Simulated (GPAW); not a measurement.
Runs of GPAW 26.7.0 on Ti3Se. It takes space group P-6m2 (No. 187, hexagonal). The conventional cell has a = 3.197 Å, b = 3.197 Å, c = 7.943 Å, α = 90.00°, β = 90.00°, γ = 120.00°. Around Se (site symmetry -6m2) lie 6 Ti at 2.58 Å. Around Ti (site symmetry -6m2) lie 12 Ti at 2.85 to 3.20 Å. Around Ti (site symmetry 3m) lie 3 Se at 2.58 Å and 3 Ti at 2.85 Å. The cell comes from a database or a generator and needn't be the stable form of this composition.

```tsv
task	level	potentials or basis	U	cell	k mesh	cutoff (eV)	maxiter	band path	band points	optimizer	fmax	mesh quality	gap on the mesh (eV)	pressure (GPa)	relaxed volume (Å³/atom)	largest force (eV/Å)
band structure	LDA	the program's PAW data sets (release 1.2.1) made for this functional, pw	-	as given	6 × 6 × 3	600	150	GMKGALHA,LM,KH	60	-	-	coarse	-	(b)	-	0.10
band structure	PBEsol	PAW data sets generated in the run's folder for this functional, pw	-	as given	6 × 6 × 3	600	150	GMKGALHA,LM,KH	60	-	-	coarse	-	-4.7	-	0.09
relaxation of cell and atoms	PBEsol	PAW data sets generated in the run's folder for this functional, pw	-	relaxed	6 × 6 × 3	600	150	-	-	BFGS	0.02 eV/Å	coarse	none	-0.1	16.89	-
band structure	PBE	GPAW PAW data sets (gpaw-data 1.2.1), pw	-	as given	6 × 6 × 3	600	150	GMKGALHA,LM,KH	60	-	-	coarse	-	(a)	-	0.02
single point	LDA	the program's PAW data sets (release 1.2.1) made for this functional, pw	-	as given	8 × 8 × 3	450	120	-	-	-	-	not flagged	none	-8.0	-	0.10
single point	PBE	GPAW PAW data sets (gpaw-data 1.2.1), pw	-	as given	8 × 8 × 3	450	120	-	-	-	-	not flagged	none	0.0	-	0.02
band structure	PBEsol	PAW data sets generated in the run's folder for this functional, pw	-	as given	7 × 7 × 3	600	150	GMKGALHA,LM,KH	60	-	-	not flagged	-	-4.6	-	0.11
relaxation of cell and atoms	PBEsol+D4	PAW data sets generated in the run's folder for this functional, pw	-	relaxed	6 × 6 × 3	600	150	-	-	BFGS	0.02 eV/Å	coarse	none	0.0	16.67	0.01
relaxation of cell and atoms	PBEsol+D3(BJ)+ATM	PAW data sets generated in the run's folder for this functional, pw	-	relaxed	6 × 6 × 3	600	150	-	-	BFGS	0.02 eV/Å	coarse	none	0.1	16.23	-
band structure	PBEsol+U	PAW data sets generated in the run's folder for this functional, pw	Ti d U = 6 eV	as given	7 × 7 × 3	600	150	GMKGALHA,LM,KH	60	-	-	not flagged	-	2.3	-	0.24
relaxation of cell and atoms	PBEsol+D3	PAW data sets generated in the run's folder for this functional, pw	-	relaxed	6 × 6 × 3	600	150	-	-	BFGS	0.02 eV/Å	coarse	none	0.1	16.41	-
```

Alike in all rows: no spin polarisation; smearing fermi-dirac 0.05 eV.

Q: Fill in the values left out.

A: (a) -0.2; (b) -8.2.

Caveats: some runs use coarse meshes; later steps reuse the first step's grids (some runs); pairwise dispersion overbinds metals, which lowers pressure and volume (some runs); the cutoff is short for stress and forces, so pressures can be off by a GPa or more (some runs); U without spin polarisation on a metal has little footing (some runs).

A k mesh can miss the band edges, and the runs leave out spin-orbit coupling on Se.

A gap of «none» marks a metal or a gap under the smearing width.

Not every run made on this cell is shown here.
